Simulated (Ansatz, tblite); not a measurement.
# The cluster Sn₂₄H₄₀O: rung by rung

How do method and basis change the picture of the cluster Sn₂₄H₄₀O (singlet)?

Method: as each input shows; program: Ansatz 0.2.0, Gaussian basis.

The runs, in order: GFN1-xTB, GFN2-xTB, PBE-D4/def2-TZVP, r2SCAN-D4/def2-TZVP, LDA/def2-TZVP, PBE-D4/def2-SVP, PBE0-D4/def2-SVP, MP2/def2-SVP.

1 further run of the same task is left out (set aside as unsound or not needed). Runs told in other sessions of the task aren't counted.

### Step 1. The relaxed structure

The geometry is that of the singlet, from an earlier relaxation (PBE-D4/def2-SVP, loosely relaxed).

65 atoms, charge 0, spin multiplicity 1.

Bond lengths: Sn1–Sn13 2.816 Å, Sn1–Sn19 2.812 Å, Sn1–H26 1.739 Å, Sn1–H27 1.737 Å, Sn2–Sn16 2.806 Å, Sn2–Sn20 2.814 Å, Sn2–H28 1.737 Å, Sn2–H29 1.735 Å, Sn3–Sn5 2.841 Å, Sn3–Sn13 2.822 Å, Sn3–Sn16 2.825 Å, Sn3–H30 1.747 Å, O4–Sn14 2.187 Å, O4–Sn21 2.161 Å, O4–H31 1.001 Å, Sn5–Sn6 2.856 Å, Sn5–Sn22 2.843 Å, Sn5–H32 1.750 Å and more. Angles: Sn13–Sn1–Sn19 112.6°, Sn13–Sn1–H26 108.7°, Sn13–Sn1–H27 107.0°, Sn19–Sn1–H26 113.0°, Sn19–Sn1–H27 108.2°, H26–Sn1–H27 106.9°, Sn16–Sn2–Sn20 109.1°, Sn16–Sn2–H28 111.2°, Sn16–Sn2–H29 109.0°, Sn20–Sn2–H28 109.8°, Sn20–Sn2–H29 110.3°, H28–Sn2–H29 107.3°, Sn5–Sn3–Sn13 116.3°, Sn5–Sn3–Sn16 100.5°, Sn5–Sn3–H30 111.6°, Sn13–Sn3–Sn16 112.4°, Sn13–Sn3–H30 109.7°, Sn16–Sn3–H30 105.7° and more.

Sn takes a core potential in the def2 sets. No spin-orbit coupling is included.

PBE0-D4/def2-TZVP was run before; its log isn't repeated, and its numbers join the tables.

### Step 2. GFN1-xTB

Tight binding, by tblite at 300 K electronic temperature and without a spin-polarisation term:

```python
tblite.interface.Calculator('GFN1-xTB', numbers, positions, charge=0, uhf=0).singlepoint()
```

Energy -2361.5001 eV, HOMO -10.38 eV, LUMO -8.74 eV; 0.58 s.

### Step 3. GFN2-xTB

Tight binding, by tblite at 300 K electronic temperature and without a spin-polarisation term:

```python
tblite.interface.Calculator('GFN2-xTB', numbers, positions, charge=0, uhf=0).singlepoint()
```

Energy -2050.3473 eV, HOMO -10.82 eV, LUMO -9.63 eV; 1.3 s.

### Step 4. PBE-D4/def2-TZVP

start.molden holds the orbitals of an earlier run on this state, given as this run's starting guess.

Input file in.yaml:

```yaml
crystal:
  periodic: [false, false, false]
  atoms:
    - {symbol: Sn, position_ang: [-0.651532, 2.889350, -6.144040]}
    - {symbol: Sn, position_ang: [0.758244, -1.437916, -8.280789]}
    - {symbol: Sn, position_ang: [-0.743980, -1.262406, -3.945719]}
    - {symbol: O, position_ang: [-1.678219, 0.030932, -1.079204]}
    - {symbol: Sn, position_ang: [1.855040, -0.763737, -2.911271]}
    - {symbol: Sn, position_ang: [3.152996, 0.829285, -4.895343]}
    - {symbol: Sn, position_ang: [-1.988233, -2.744694, 1.306521]}
    - {symbol: Sn, position_ang: [-2.405253, 1.121043, 4.501773]}
    - {symbol: Sn, position_ang: [1.179078, -1.801077, 4.603503]}
    - {symbol: Sn, position_ang: [0.740473, 1.063358, 1.421950]}
    - {symbol: Sn, position_ang: [-1.531120, -1.246130, 8.309360]}
    - {symbol: Sn, position_ang: [1.616329, 2.374249, 6.590488]}
    - {symbol: Sn, position_ang: [-2.218598, 0.999645, -4.764618]}
    - {symbol: Sn, position_ang: [-3.488595, -0.875307, -0.251674]}
    - {symbol: Sn, position_ang: [-3.582324, -0.260265, 6.658499]}
    - {symbol: Sn, position_ang: [-0.116935, -2.975651, -6.103104]}
    - {symbol: Sn, position_ang: [0.363911, -2.927638, -0.380143]}
    - {symbol: Sn, position_ang: [0.060244, -3.056712, 6.863873]}
    - {symbol: Sn, position_ang: [1.843383, 3.325330, -4.921791]}
    - {symbol: Sn, position_ang: [3.126341, -0.094555, -7.569561]}
    - {symbol: Sn, position_ang: [-0.984073, 2.021370, -0.605463]}
    - {symbol: Sn, position_ang: [2.744114, 0.274289, -0.418022]}
    - {symbol: Sn, position_ang: [-0.870463, -0.704540, 2.985360]}
    - {symbol: Sn, position_ang: [-0.781602, 3.244341, 5.399319]}
    - {symbol: Sn, position_ang: [2.936513, 0.315754, 5.202279]}
    - {symbol: H, position_ang: [-1.578646, 4.347587, -6.337149]}
    - {symbol: H, position_ang: [-0.372999, 2.251874, -7.736049]}
    - {symbol: H, position_ang: [1.040129, -2.429448, -9.678791]}
    - {symbol: H, position_ang: [-0.479489, -0.295476, -8.698256]}
    - {symbol: H, position_ang: [-1.700655, -2.221222, -2.842521]}
    - {symbol: H, position_ang: [-0.945659, -0.636621, -0.935952]}
    - {symbol: H, position_ang: [2.623144, -2.335501, -2.964456]}
    - {symbol: H, position_ang: [4.821729, 1.103354, -4.457651]}
    - {symbol: H, position_ang: [-3.236422, -3.455537, 2.321012]}
    - {symbol: H, position_ang: [-3.649466, 1.771246, 3.463469]}
    - {symbol: H, position_ang: [2.026685, -2.985731, 3.649299]}
    - {symbol: H, position_ang: [1.237765, 2.502225, 2.279977]}
    - {symbol: H, position_ang: [-2.179620, -1.987854, 9.738393]}
    - {symbol: H, position_ang: [-0.550626, 0.090593, 8.821053]}
    - {symbol: H, position_ang: [1.249104, 1.801495, 8.188389]}
    - {symbol: H, position_ang: [2.677642, 3.739829, 6.771894]}
    - {symbol: H, position_ang: [-3.509184, 0.433200, -5.784897]}
    - {symbol: H, position_ang: [-2.975911, 1.737517, -3.382257]}
    - {symbol: H, position_ang: [-4.295458, -1.196898, -1.766254]}
    - {symbol: H, position_ang: [-4.155968, 0.634093, 0.329550]}
    - {symbol: H, position_ang: [-4.513505, -1.588552, 6.037563]}
    - {symbol: H, position_ang: [-4.671083, 0.766522, 7.540915]}
    - {symbol: H, position_ang: [-1.480360, -3.974751, -6.506667]}
    - {symbol: H, position_ang: [1.167758, -4.031202, -5.600074]}
    - {symbol: H, position_ang: [-0.008446, -4.461270, -1.203250]}
    - {symbol: H, position_ang: [1.323682, -3.583522, 0.981185]}
    - {symbol: H, position_ang: [-0.954420, -4.353356, 6.308330]}
    - {symbol: H, position_ang: [1.284627, -3.760982, 7.874764]}
    - {symbol: H, position_ang: [2.707839, 4.538141, -5.816913]}
    - {symbol: H, position_ang: [1.598607, 3.958776, -3.322132]}
    - {symbol: H, position_ang: [3.375631, 1.261399, -8.634434]}
    - {symbol: H, position_ang: [4.459514, -1.184421, -7.806083]}
    - {symbol: H, position_ang: [-0.340481, 2.448337, -2.172595]}
    - {symbol: H, position_ang: [-2.541910, 2.774949, -0.444155]}
    - {symbol: H, position_ang: [3.736938, 1.682496, -0.707673]}
    - {symbol: H, position_ang: [3.755495, -0.940745, 0.300298]}
    - {symbol: H, position_ang: [-0.409941, 4.272198, 4.050478]}
    - {symbol: H, position_ang: [-1.661131, 4.212884, 6.544212]}
    - {symbol: H, position_ang: [3.506812, 0.943420, 3.681889]}
    - {symbol: H, position_ang: [4.335838, -0.199865, 6.094055]}
basis:
  gaussian: {orbitals: def2-TZVP, fitting: {mean_field: def2-universal-jkfit}, initial_orbitals: start.molden}
hamiltonian: {xc: pbe, dispersion: d4}
scf: {omitted_lower_state_checks: [starts]}
output: {orbitals: {seedname: orbitals}}
```

Started as:

```sh
> ansatz run in.yaml --threads 11 --pin off --events-out ev --progress --plain --max-ram 110592MiB --backend cuda --devices 0, --max-vram 75GiB
```

Log:

```text
Functional definition: PBE
  name "PBE"
  cite "Perdew, Burke & Ernzerhof, Phys. Rev. Lett. 77, 3865 (1996) doi:10.1103/PhysRevLett.77.3865"
  parent pbe
  parameter kappa = 0.804
  parameter beta = 0.06672455060314922
  exchange = pbe_x(kappa = kappa, mu = beta*pi^2/3)
  correlation = pbe_c(beta = beta)
these checks for a lower state are left out or cut short: starts
6029 factors; integrals over basis functions are off by at most 8.6e-1 eV
mean field evaluation 1: about -142658.8970 eV, gradient 2.1e1 eV
mean field evaluation 2: about -142659.9325 eV, gradient 1.1e0 eV
mean field evaluation 4: about -142659.9279 eV, gradient 1.3e-1 eV
mean field evaluation 8: about -142659.9279 eV, gradient 1.2e-5 eV
mean field -142659.92794768 eV, -5242.6556537048 hartree, gradient 1.2e-5 eV, S^2 0.000000; 0 other end points of the search recorded, 0 dependent functions left out
reference -142659.92815776 eV, -5242.6556614254 hartree; 288, 288 occupied and 1183, 1183 virtual orbitals, 6029 factors
Total energy: -142664.30423387 eV, -5242.8164792563 hartree
Checks for a lower state left out: starts
```

Wall time 8.5 s (1 × H100 with 11 threads of AMD EPYC 7R13, shared host); peak host memory 1.7 GiB.

HOMO -5.08 eV, LUMO -3.18 eV.

### Step 5. r2SCAN-D4/def2-TZVP

in.yaml, as its differences from that of step 4:

```diff
@@ -70,3 +70,3 @@
   gaussian: {orbitals: def2-TZVP, fitting: {mean_field: def2-universal-jkfit}, initial_orbitals: start.molden}
-hamiltonian: {xc: pbe, dispersion: d4}
+hamiltonian: {xc: r2scan, dispersion: d4}
 scf: {omitted_lower_state_checks: [starts]}
```

The command is unchanged.

Log:

```text
Functional definition: r2SCAN
  name "r2SCAN"
  cite "Furness, Kaplan, Ning, Perdew & Sun, J. Phys. Chem. Lett. 11, 8208 (2020) doi:10.1021/acs.jpclett.0c02405"
  cite "Furness, Kaplan, Ning, Perdew & Sun, J. Phys. Chem. Lett. 11, 9248 (2020) doi:10.1021/acs.jpclett.0c03077"
  parent r2scan
  parameter k0 = 0.174
  parameter k1 = 0.065
  parameter a1 = 4.9479
  exchange = r2scan_x(k0 = k0, k1 = k1, a1 = a1)
  correlation = r2scan_c
these checks for a lower state are left out or cut short: starts
6029 factors; integrals over basis functions are off by at most 8.6e-1 eV
mean field evaluation 1: about -142717.7661 eV, gradient 1.8e1 eV
mean field evaluation 2: about -142718.2599 eV, gradient 5.9e-1 eV
mean field evaluation 4: about -142718.2804 eV, gradient 2.6e-3 eV
mean field -142718.28037131 eV, -5244.8000657208 hartree, gradient 1.1e-5 eV, S^2 0.000000; 0 other end points of the search recorded, 0 dependent functions left out
reference -142718.28043856 eV, -5244.8000681920 hartree; 288, 288 occupied and 1183, 1183 virtual orbitals, 6029 factors
Total energy: -142719.52150927 eV, -5244.8456766995 hartree
Checks for a lower state left out: starts
```

It took 9.5 s on 1 × H100 with 11 threads of AMD EPYC 7R13, shared host; peak host memory 1.8 GiB.

From the report: HOMO -5.22 eV, LUMO -3.06 eV.

### Step 6. LDA/def2-TZVP

in.yaml, as its differences from that of step 5:

```diff
@@ -70,4 +70,4 @@
   gaussian: {orbitals: def2-TZVP, fitting: {mean_field: def2-universal-jkfit}, initial_orbitals: start.molden}
-hamiltonian: {xc: r2scan, dispersion: d4}
+hamiltonian: {xc: lda}
 scf: {omitted_lower_state_checks: [starts]}
-output: {orbitals: {seedname: orbitals}}
+output: {forces: true, orbitals: {seedname: orbitals}}
```

The command is unchanged.

Log (excerpt; [...] marks lines left out):

```text
Functional definition: SPW92
  name "SPW92"
  cite "Dirac, Proc. Camb. Phil. Soc. 26, 376 (1930) doi:10.1017/S0305004100016108"
  cite "Slater, Phys. Rev. 81, 385 (1951) doi:10.1103/PhysRev.81.385"
  cite "Perdew & Wang, Phys. Rev. B 45, 13244 (1992) doi:10.1103/PhysRevB.45.13244"
[...]
6029 factors; integrals over basis functions are off by at most 8.6e-1 eV
[...]
mean field -142426.56536707 eV, -5234.0797370465 hartree, gradient 2.1e-5 eV, S^2 0.000000; 0 other end points of the search recorded, 0 dependent functions left out
[...]
reference -142426.56556383 eV, -5234.0797442773 hartree; 288, 288 occupied and 1183, 1183 virtual orbitals, 6029 factors
Total energy: -142426.56556383 eV, -5234.0797442773 hartree
Atom 0 at    -0.651532     2.889350    -6.144040 Å, force     0.033122    -0.054850     0.147744 eV/Å
[...]
Atom 56 at     4.459514    -1.184421    -7.806083 Å, force    -0.201081     0.161681     0.034076 eV/Å
Atom 57 at    -0.340481     2.448337    -2.172595 Å, force    -0.078059    -0.073666     0.146658 eV/Å
Atom 58 at    -2.541910     2.774949    -0.444155 Å, force     0.192308    -0.135464    -0.027149 eV/Å
Atom 59 at     3.736938     1.682496    -0.707673 Å, force    -0.138678    -0.198544     0.036037 eV/Å
Atom 60 at     3.755495    -0.940745     0.300298 Å, force    -0.144144     0.154487    -0.097218 eV/Å
Atom 61 at    -0.409941     4.272198     4.050478 Å, force    -0.038856    -0.143024     0.168614 eV/Å
Atom 62 at    -1.661131     4.212884     6.544212 Å, force     0.120748    -0.131709    -0.157549 eV/Å
Atom 63 at     3.506812     0.943420     3.681889 Å, force    -0.094475    -0.076893     0.181409 eV/Å
Atom 64 at     4.335838    -0.199865     6.094055 Å, force    -0.200577     0.074524    -0.125291 eV/Å
Dipole moment:    -0.449922     0.367198     0.366260 e Å
Checks for a lower state left out: starts
```

Run time: 10 s. Hardware: 1 × H100 with 11 threads of AMD EPYC 7R13, shared host; peak host memory 1.9 GiB.

Report: HOMO -5.22 eV, LUMO -3.41 eV.

### Step 7. PBE-D4/def2-SVP

in.yaml, as its differences from that of step 6:

```diff
@@ -69,5 +69,5 @@
 basis:
-  gaussian: {orbitals: def2-TZVP, fitting: {mean_field: def2-universal-jkfit}, initial_orbitals: start.molden}
-hamiltonian: {xc: lda}
+  gaussian: {orbitals: def2-SVP, fitting: {mean_field: def2-universal-jkfit}, initial_orbitals: start.molden}
+hamiltonian: {xc: pbe, dispersion: d4}
 scf: {omitted_lower_state_checks: [starts]}
-output: {forces: true, orbitals: {seedname: orbitals}}
+output: {orbitals: {seedname: orbitals}}
```

Launched as before.

Log:

```text
Functional definition: PBE
  name "PBE"
  cite "Perdew, Burke & Ernzerhof, Phys. Rev. Lett. 77, 3865 (1996) doi:10.1103/PhysRevLett.77.3865"
  parent pbe
  parameter kappa = 0.804
  parameter beta = 0.06672455060314922
  exchange = pbe_x(kappa = kappa, mu = beta*pi^2/3)
  correlation = pbe_c(beta = beta)
these checks for a lower state are left out or cut short: starts
6029 factors; integrals over basis functions are off by at most 3.4e-1 eV
mean field evaluation 1: about -142649.6161 eV, gradient 9.6e1 eV
mean field evaluation 2: about -142652.0276 eV, gradient 3.8e0 eV
mean field evaluation 4: about -142652.1183 eV, gradient 1.3e-1 eV
mean field evaluation 8: about -142652.1185 eV, gradient 1.3e-5 eV
mean field -142652.11846493 eV, -5242.3686605074 hartree, gradient 1.3e-5 eV, S^2 0.000000; 0 other end points of the search recorded, 0 dependent functions left out
reference -142652.11862438 eV, -5242.3686663671 hartree; 288, 288 occupied and 550, 550 virtual orbitals, 6029 factors
Total energy: -142656.49470049 eV, -5242.5294841980 hartree
Checks for a lower state left out: starts
```

Wall time 4.8 s (1 × H100 with 11 threads of AMD EPYC 7R13, shared host); peak host memory 1.5 GiB.

From the report: HOMO -4.98 eV, LUMO -3.07 eV.

### Step 8. PBE0-D4/def2-SVP

in.yaml, as its differences from that of step 7:

```diff
@@ -70,3 +70,3 @@
   gaussian: {orbitals: def2-SVP, fitting: {mean_field: def2-universal-jkfit}, initial_orbitals: start.molden}
-hamiltonian: {xc: pbe, dispersion: d4}
+hamiltonian: {xc: pbe0, dispersion: d4}
 scf: {omitted_lower_state_checks: [starts]}
```

Same command.

Log:

```text
Functional definition: PBE0
  name "PBE0"
  cite "Adamo & Barone, J. Chem. Phys. 110, 6158 (1999) doi:10.1063/1.478522"
  cite "Perdew, Burke & Ernzerhof, Phys. Rev. Lett. 77, 3865 (1996) doi:10.1103/PhysRevLett.77.3865"
  parent pbe
  parameter a = 0.25
  parameter kappa = 0.804
  parameter beta = 0.06672455060314922
  exchange = (1 - a)*pbe_x(kappa = kappa, mu = beta*pi^2/3) + a*exact_x
  correlation = pbe_c(beta = beta)
these checks for a lower state are left out or cut short: starts
6029 factors; integrals over basis functions are off by at most 3.4e-1 eV
mean field evaluation 1: about -142658.7657 eV, gradient 9.5e1 eV
mean field evaluation 2: about -142660.3172 eV, gradient 1.6e0 eV
mean field evaluation 4: about -142660.3165 eV, gradient 6.1e-2 eV
mean field -142660.31650567 eV, -5242.6699329477 hartree, gradient 6.2e-5 eV, S^2 0.000000; 0 other end points of the search recorded, 0 dependent functions left out
reference -142660.31662491 eV, -5242.6699373296 hartree; 288, 288 occupied and 550, 550 virtual orbitals, 6029 factors
Total energy: -142664.37480782 eV, -5242.8190728008 hartree
Checks for a lower state left out: starts
```

It took 7.5 s on 1 × H100 with 11 threads of AMD EPYC 7R13, shared host; peak host memory 1.5 GiB.

From the report: HOMO -5.69 eV, LUMO -2.45 eV.

### Step 9. MP2/def2-SVP

in.yaml, as its differences from that of step 8:

```diff
@@ -69,4 +69,4 @@
 basis:
-  gaussian: {orbitals: def2-SVP, fitting: {mean_field: def2-universal-jkfit}, initial_orbitals: start.molden}
-hamiltonian: {xc: pbe0, dispersion: d4}
+  gaussian: {orbitals: def2-SVP, initial_orbitals: start.molden}
+correlation: {method: mp2}
 scf: {omitted_lower_state_checks: [starts]}
```

Launched as before.

Log:

```text
Functional definition: HF
  name "HF"
  cite "Fock, Z. Phys. 61, 126 (1930) doi:10.1007/BF01340294"
  parent pbe
  exchange = exact_x
  correlation = 0
these checks for a lower state are left out or cut short: starts
10376 factors; integrals over basis functions are off by at most 1.5e-3 eV
mean field evaluation 1: about -141997.2070 eV, gradient 1.0e2 eV
mean field evaluation 2: about -142004.4445 eV, gradient 9.0e0 eV
mean field evaluation 4: about -142005.1401 eV, gradient 7.4e-1 eV
mean field evaluation 8: about -142005.1420 eV, gradient 1.2e-5 eV
mean field -142005.14204052 eV, -5218.5927154468 hartree, gradient 2.3e-6 eV, S^2 0.000000; 0 other end points of the search recorded, 0 dependent functions left out
97 core orbitals not correlated: weight in the atoms' cores, before any rotation towards them, 1.000 or more for the frozen orbitals, at most 0.000 for the correlated occupied ones
reference -142005.14204052 eV, -5218.5927154468 hartree; 191, 191 occupied and 550, 550 virtual orbitals, 10376 factors
second order -80.47878253 eV of doubles, -0.00000000 eV of singles
Total energy: -142085.62082305 eV, -5221.5502561542 hartree
Checks for a lower state left out: starts
```

Wall time 16 s (1 × H100 with 11 threads of AMD EPYC 7R13, shared host); peak host memory 2.6 GiB.

Report: Hartree-Fock HOMO -7.20 eV, LUMO 0.38 eV.

### Step 10. Comparison

```tsv
level	functions	HOMO (eV)	LUMO (eV)	gap (eV)	time
LDA/def2-TZVP	1471	-5.22	-3.41	1.81	10 s
PBE-D4/def2-SVP	838	-4.98	-3.07	1.91	4.8 s
PBE-D4/def2-TZVP	1471	-5.08	-3.18	1.89	8.5 s
r2SCAN-D4/def2-TZVP	1471	-5.22	-3.06	2.16	9.5 s
PBE0-D4/def2-SVP	838	-5.69	-2.45	3.24	7.5 s
PBE0-D4/def2-TZVP	1471	-5.75	-2.53	3.22	19 s
```

Energy pieces by basis (eV):

```tsv
basis	HF	MP2 correlation	total
def2-SVP	-142005.1420	-80.4788	-142085.6208 (MP2)
```

### Step 11. Binding energy

Free atoms were run apart at each level; binding is atoms less cluster, divided by the number of atoms, without zero-point or spin-orbit terms.

```tsv
level	binding an atom (eV)
HF/def2-SVP	1.605
LDA/def2-TZVP	2.829
PBE-D4/def2-SVP	2.434
PBE-D4/def2-TZVP	2.444
r2SCAN-D4/def2-TZVP	2.451
PBE0-D4/def2-SVP	2.420
PBE0-D4/def2-TZVP	2.434
MP2/def2-SVP	2.237
```

### Step 12. What came out

```
                                                 quantity                             value
gap in def2-TZVP, named functionals, smallest and largest  1.81 eV (LDA), 3.22 eV (PBE0-D4)
                         correlation energy, MP2/def2-SVP                         -80.48 eV
                binding an atom, functionals in def2-TZVP   2.43 (PBE0-D4) to 2.83 eV (LDA)
          PBE0 total energy, smallest basis above largest     7.15 eV (def2-SVP, def2-TZVP)
```

In words: Over the named functionals in def2-TZVP the gap runs from 1.81 eV (LDA) to 3.22 eV (PBE0-D4); exact exchange widens it.

The slowest run with a step of its own, MP2/def2-SVP, took 16 s; the quickest functional in def2-TZVP took 8.5 s (shared host).
